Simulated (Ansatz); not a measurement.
# Pd (Pd, diamond): the cost of one run

Method: DFT LDA (PW92), plane waves (420 eV) with PAW, scalar-relativistic; PBE-made PAW files, in Ansatz 0.2.0.

## (1) The system as given

It takes space group Fd-3m (No. 227, cubic). The conventional cell has a = 5.416 Å, b = 5.416 Å, c = 5.416 Å, α = 90.00°, β = 90.00°, γ = 90.00°. Pd (site symmetry -43m) has 4 Pd at 2.35 Å as nearest neighbours.

Coordinates:

```cif
data_structure
_symmetry_space_group_name_H-M 'P 1'
_symmetry_Int_Tables_number 1
_cell_length_a 3.8300
_cell_length_b 3.8300
_cell_length_c 3.8300
_cell_angle_alpha 60.000
_cell_angle_beta 60.000
_cell_angle_gamma 60.000
_cell_volume 39.73
loop_
_atom_site_label
_atom_site_type_symbol
_atom_site_fract_x
_atom_site_fract_y
_atom_site_fract_z
_atom_site_occupancy
Pd1 Pd 0.12500 0.12500 0.12500 1
Pd2 Pd 0.87500 0.87500 0.87500 1
```

Starting moments (μB): +0.5 ×2.

## (2) Relaxing cell and atoms

Contents of input.yaml:

```yaml
crystal:
  lattice:
    - [0.0, 2.7082278367, 2.7082278367]
    - [2.7082278367, 0.0, 2.7082278367]
    - [2.7082278367, 2.7082278367, 0.0]
  atoms:
    - { symbol: Pd, position: [0.125, 0.125, 0.125], spin: 0.5 }
    - { symbol: Pd, position: [0.875, 0.875, 0.875], spin: 0.5 }
hamiltonian:
  xc: lda
  pseudopotentials:
    kind: paw
    azcp:
      Pd: "pseudopotentials/Pd.paw.azcp"
basis:
  ecutwfc: 420
  fft_grid_basis: typed
kpoints:
  mp_grid: { grid: [10, 10, 10], shift: [0, 0, 0] }
magnetization:
  spin_polarized: true
scf:
  occupations: { method: fermi_dirac, width: 0.05 }
relax:
  max_steps: 60
  f_tol: 0.01
  cell: {}
output:
  write_density: true
  write_potential: true
  elf: true
  volumetric_format: npy
```

**Question.** How long does this run take on 2 threads of an Arm CPU, shared host, and how much memory does it need?

About 10 s, with a peak of 0.33 GiB.
